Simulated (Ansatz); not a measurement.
## H2Se, SMILES [SeH2]: an atomisation energy, step by step

With Ansatz 0.2.0, Python API.

The script reads `h2se.xyz`:
```text
3

Se    0.54991   -0.26943    0.27482
H     0.04445    1.07061    0.14102
H    -0.59436   -0.80119   -0.41583
```

Run as a notebook:

**Cell 1**
```python
from collections import Counter
from dataclasses import dataclass

import ansatz as az
```

**Cell 2**
```python
@dataclass(frozen=True)
class Settings:
    basis_set: str = "def2-SVP"
    xc: str = "hf"


cfg = Settings()
```

**Cell 3**
```python
def single_point(molecule, charge=0, unpaired=0):
    calc = molecule.calculation().basis(gaussian=cfg.basis_set).functional(cfg.xc)
    if charge:
        calc = calc.charge(charge)
    if unpaired:
        calc = calc.spin("collinear", total=unpaired)
    report = calc.run(threads=1, pin="off").report
    if report["published_state_doubts"]:
        print("  doubts:", report["published_state_doubts"])
    return report["free_energy_ev"]
```

**Cell 4**
```python
geometry = az.Crystal.molecule_from_extxyz("h2se.xyz")
```

**Cell 5**
```python
# unpaired electrons of the ground-state atoms
unpaired = {"Se": 2, "H": 1}
counts = Counter(site.symbol for site in geometry.cartesian_sites)
atom_energy = {s: single_point(az.Crystal.molecule().atom(s, (0, 0, 0)), 0, unpaired[s]) for s in counts}
whole = single_point(geometry, 0, 0)
for s, e in atom_energy.items():
    print(f"{s:2s} x{counts[s]}  {e:14.5f} eV")
print(f"H2Se: {whole:.5f} eV")
split = sum(counts[s] * e for s, e in atom_energy.items()) - whole
print(f"atomisation energy (no zero-point term): {23.060548 * split:.1f} kcal/mol, {split / sum(counts.values()):.3f} eV an atom")
```
Output:
```text
Se x1    -65294.53029 eV
H  x2       -13.58606 eV
H2Se: -65326.51495 eV
atomisation energy (no zero-point term): 111.0 kcal/mol, 1.604 eV an atom
```

111.0 kcal/mol from the electronic energies, without the zero-point term.

Reading the output:
- Total energies depend on the basis set; only differences at equal settings carry meaning.
- The geometry is a force-field or estimated start, not a minimum of this method, and the basis set is short of its limit. All parts are taken at fixed geometry, without zero-point energy.
- Hartree-Fock leaves correlation out, so bond, atomisation and ionisation energies come out well too low.
- The spin-orbit lowering of heavy atoms is left out.
- It ran for 0.9 s on 1 thread of Intel(R) Xeon(R) Processor @ 2.30GHz, on a shared host, peak memory 0.17 GiB.
